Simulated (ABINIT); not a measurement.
A run of ABINIT 10.8.3 (patched build) is set up as follows.

run.abi

```
# Pseudopotentials
pp_dirpath "./"
pseudos "Ga.GGA_PBE-ansatz.xml, B.GGA_PBE-ansatz.xml"

# Structure
acell 5.2702099655 5.2702099655 6.2744666372
rprim
     1.0000000000     0.0000000000     0.0000000000
     0.0000000000     1.0000000000     0.0000000000
     0.0000000000     0.0000000000     1.0000000000
ntypat 2
znucl 31 5
natom 2
typat 1 2
xred
     0.5000000000     0.5000000000     0.5000000000
     0.0000000000     0.0000000000     0.0000000000
chkprim 0
chksymtnons 0
tolsym 1.0e-6

# Plane-wave basis
ecut 14.0
pawecutdg 28.0
pawxcdev 0

# k points
kptopt 4
ngkpt 8 8 6
nshiftk 1
shiftk 0.0 0.0 0.0

# Exchange and correlation
ixc -116133

# Bands and occupations
nband 24
occopt 3
tsmear 0.00183747

# Spin
nspinor 2
nspden 1
pawspnorb 1

# SCF cycle
nstep 100
tolvrs 1.0e-9

# Output
iomode 3
prtwf 0
prtden 0
prteig 0
prtebands 0
enunit 1
```

Potentials or basis: Ansatz PAW PBE default generated set, frozen core.

Command:

```sh
$ abinit run.abi > log 2>&1
```

Question: What does it give for the pressure?

Answer: -10.7 GPa.

Question: Predict the band gap on the k mesh.

Answer: None (metal or under the smearing width).

Stress tensor (GPa, compression positive):
```
-10.45   0.00   0.00
  0.00 -10.45   0.00
  0.00   0.00 -11.14
```

Caveat: the PAW data sets were made with another functional, which shifts forces and pressure a little; the atomic spheres overlap.
